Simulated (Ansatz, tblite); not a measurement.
# In7Sb7 zinc blende off sphere (In₇Sb₇H₂₀): a ladder of methods and basis sets

An exercise on one series of results from a longer session: the logs are not shown, and one member is left open.

Method: as each input shows; program: Ansatz 0.2.0, Gaussian basis.

The runs, in order: GFN1-xTB, GFN2-xTB, PBE-D4/def2-SVP, r2SCAN-D4/def2-SVP, PBE-QIDH/def2-SVP, LC-ωPBE/def2-SVP, B97M-V/def2-SVP, PBE0-D4/def2-TZVP, PBE-D4/def2-TZVP, MP2/def2-SVP.

6 further runs of the same task are left out: 2 that didn't finish, 4 set aside as unsound or not needed.

### The geometry

The geometry is that of the singlet, from an earlier relaxation (PBE-D4/def2-SVP).

34 atoms, charge 0, spin multiplicity 1.

Bond lengths: In1–Sb9 2.956 Å, In1–Sb10 2.876 Å, In1–H15 1.740 Å, In1–H16 1.740 Å, In2–Sb8 2.865 Å, In2–Sb11 2.866 Å, In2–Sb12 2.866 Å, In2–H17 1.734 Å, In3–Sb9 2.831 Å, In3–Sb11 2.945 Å, In3–Sb13 2.830 Å, In3–H18 1.743 Å, In4–Sb8 2.946 Å, In4–Sb9 2.831 Å, In4–Sb14 2.831 Å, In4–H19 1.743 Å, In5–Sb10 2.876 Å, In5–Sb14 2.957 Å and more. Angles: Sb9–In1–Sb10 93.7°, Sb9–In1–H15 103.2°, Sb9–In1–H16 103.2°, Sb10–In1–H15 110.7°, Sb10–In1–H16 110.6°, H15–In1–H16 128.6°, Sb8–In2–Sb11 95.9°, Sb8–In2–Sb12 95.8°, Sb8–In2–H17 121.2°, Sb11–In2–Sb12 95.7°, Sb11–In2–H17 121.0°, Sb12–In2–H17 121.0°, Sb9–In3–Sb11 106.2°, Sb9–In3–Sb13 104.1°, Sb9–In3–H18 118.2°, Sb11–In3–Sb13 106.1°, Sb11–In3–H18 102.8°, Sb13–In3–H18 118.3° and more.

In, Sb take a core potential in the def2 sets. No spin-orbit coupling is included.

PBE0-D4/def2-SVP was run before; its log isn't repeated, and its numbers join the tables.

Set-up of the first run:

Tight binding, by tblite at 300 K electronic temperature and without a spin-polarisation term:

```python
tblite.interface.Calculator('GFN1-xTB', numbers, positions, charge=0, uhf=0).singlepoint()
```

Tight binding, by tblite at 300 K electronic temperature and without a spin-polarisation term:

```python
tblite.interface.Calculator('GFN2-xTB', numbers, positions, charge=0, uhf=0).singlepoint()
```

start.molden holds the orbitals of an earlier run on this state, given as this run's starting guess.

in.yaml

```yaml
crystal:
  periodic: [false, false, false]
  atoms:
    - {symbol: In, position_ang: [0.907480, -4.391009, 0.905697]}
    - {symbol: In, position_ang: [-2.719978, 2.719210, -2.720295]}
    - {symbol: In, position_ang: [0.946461, -0.952414, -2.423876]}
    - {symbol: In, position_ang: [-2.426390, -0.949494, 0.947825]}
    - {symbol: In, position_ang: [0.913784, -0.915038, 4.385585]}
    - {symbol: In, position_ang: [0.948733, 2.417781, 0.949439]}
    - {symbol: In, position_ang: [4.392359, -0.909794, 0.902164]}
    - {symbol: Sb, position_ang: [-3.874093, 0.867201, -0.863214]}
    - {symbol: Sb, position_ang: [-0.686571, -2.474155, -0.683255]}
    - {symbol: Sb, position_ang: [2.328433, -2.327406, 2.317795]}
    - {symbol: Sb, position_ang: [-0.862560, 0.864972, -3.871644]}
    - {symbol: Sb, position_ang: [-0.861573, 3.868438, -0.865245]}
    - {symbol: Sb, position_ang: [2.471640, 0.679690, -0.685551]}
    - {symbol: Sb, position_ang: [-0.682487, 0.677265, 2.472870]}
    - {symbol: H, position_ang: [1.931553, -5.139055, -0.286244]}
    - {symbol: H, position_ang: [-0.278815, -5.135498, 1.938820]}
    - {symbol: H, position_ang: [-3.716618, 3.722584, -3.722984]}
    - {symbol: H, position_ang: [1.772094, -1.783250, -3.715121]}
    - {symbol: H, position_ang: [-3.720245, -1.774422, 1.775275]}
    - {symbol: H, position_ang: [-0.273828, -1.945606, 5.131630]}
    - {symbol: H, position_ang: [1.940085, 0.275546, 5.132611]}
    - {symbol: H, position_ang: [1.777867, 3.709251, 1.776532]}
    - {symbol: H, position_ang: [5.139162, -1.936789, -0.287880]}
    - {symbol: H, position_ang: [5.137136, 0.280050, 1.930963]}
    - {symbol: H, position_ang: [-5.048905, -0.005040, -1.771692]}
    - {symbol: H, position_ang: [-5.036319, 1.784806, 0.016453]}
    - {symbol: H, position_ang: [-1.763271, -3.280841, -1.761319]}
    - {symbol: H, position_ang: [3.324168, -3.325375, 3.311596]}
    - {symbol: H, position_ang: [-1.768288, -0.004420, -5.050514]}
    - {symbol: H, position_ang: [0.021698, 1.783588, -5.029502]}
    - {symbol: H, position_ang: [0.020814, 5.029693, -1.781267]}
    - {symbol: H, position_ang: [-1.768055, 5.043801, 0.008334]}
    - {symbol: H, position_ang: [3.274274, 1.758580, -1.764440]}
    - {symbol: H, position_ang: [-1.757043, 1.755750, 3.281854]}
basis:
  gaussian: {orbitals: def2-SVP, fitting: {mean_field: def2-universal-jkfit}, initial_orbitals: start.molden}
hamiltonian: {xc: pbe, dispersion: d4}
scf: {omitted_lower_state_checks: [starts]}
output: {orbitals: {seedname: orbitals}}
```

Launch:

```
ansatz run in.yaml --threads 2 --pin off --events-out ev --progress --plain --max-ram 32768MiB --backend cuda --devices 0, --max-vram 18GiB
```

Steps of the session up to this table: PBE-D4/def2-SVP; r2SCAN-D4/def2-SVP; PBE-QIDH/def2-SVP; LC-ωPBE/def2-SVP; B97M-V/def2-SVP; PBE0-D4/def2-TZVP; PBE-D4/def2-TZVP; MP2/def2-SVP.

One table of the session follows, with a row left open; its other results are not shown here.

It belongs to the step «Binding energy». 

```
             level  binding an atom (eV)
       HF/def2-SVP                 1.346
   PBE-D4/def2-SVP                 2.159
  PBE-D4/def2-TZVP                 2.178
r2SCAN-D4/def2-SVP                 2.146
   B97M-V/def2-SVP                     ?
  PBE0-D4/def2-SVP                 2.148
 PBE0-D4/def2-TZVP                 2.169
  LC-ωPBE/def2-SVP                 2.096
      MP2/def2-SVP                 1.939
```

**Question.** Estimate the row for B97M-V/def2-SVP.

As computed: binding an atom (eV): 2.214. In the column «binding an atom (eV)» it is the highest.

Caveats from the session: Free atoms were run apart at each level; binding is atoms less cluster, divided by the number of atoms, without zero-point or spin-orbit terms.
